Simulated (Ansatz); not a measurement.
# Al2B2As: the cost of one run

Program: Ansatz 0.2.0. Level of theory: DFT PBE, scalar-relativistic, plane waves, PAW. These are calculated values, not measurements.

### Step 1. The system as given

It takes space group P4/mmm (No. 123, tetragonal). Conventional cell: a = 3.339 Å, b = 3.339 Å, c = 6.730 Å, α = 90.00°, β = 90.00°, γ = 90.00°. Around Al (site symmetry 4/mmm) lie 8 B at 2.81 Å. Al (site symmetry 4/mmm) is surrounded by 2 B at 1.84 Å and 4 As at 2.36 Å. Around B (site symmetry 4mm) lie 1 Al at 1.84 Å. As (site symmetry 4/mmm) has 4 Al at 2.36 Å as nearest neighbours.

Coordinates:

```cif
data_structure
_symmetry_space_group_name_H-M 'P 1'
_symmetry_Int_Tables_number 1
_cell_length_a 3.3386
_cell_length_b 3.3386
_cell_length_c 6.7304
_cell_angle_alpha 90.000
_cell_angle_beta 90.000
_cell_angle_gamma 90.000
_cell_volume 75.02
loop_
_atom_site_label
_atom_site_type_symbol
_atom_site_fract_x
_atom_site_fract_y
_atom_site_fract_z
_atom_site_occupancy
Al1 Al 0.00000 0.00000 0.00000 1
Al2 Al 0.50000 0.50000 0.50000 1
B1 B 0.50000 0.50000 0.77364 1
B2 B 0.50000 0.50000 0.22636 1
As1 As 0.00000 0.00000 0.50000 1
```

The cell is invented: random cell by space group and Wyckoff sites (P4/mmm, No. 123). Its size is a rough estimate.

### Step 2. A first look at the guess

input.yaml

```yaml
crystal:
  lattice:
    - [3.33856327, 0.0, 0.0]
    - [0.0, 3.33856327, 0.0]
    - [0.0, 0.0, 6.73035324]
  atoms:
    - { symbol: Al, position: [0.0, 0.0, 0.0] }
    - { symbol: Al, position: [0.5, 0.5, 0.5] }
    - { symbol: B, position: [0.5, 0.5, 0.77363775] }
    - { symbol: B, position: [0.5, 0.5, 0.22636225] }
    - { symbol: As, position: [0.0, 0.0, 0.5] }
basis:
  ecutwfc: 420
kpoints:
  mp_grid: { grid: [6, 6, 4] }
hamiltonian:
  xc: pbe
scf:
  occupations: { method: gaussian, width: 0.1 }
  lower_state_search: "off"
output:
  forces: true
  stress: true
  eigenvalues: true
```

On the command line:

```sh
$ ansatz run input.yaml --threads 1 --pin off --max-ram 2560MiB --backend cpu --events-out ev --progress --plain --runs-dir out
```

Q: Estimate wall time and peak memory on 1 thread of Intel Xeon Platinum 8488C (Sapphire Rapids), shared host.

About 1.8 s, with a peak of 0.41 GiB.
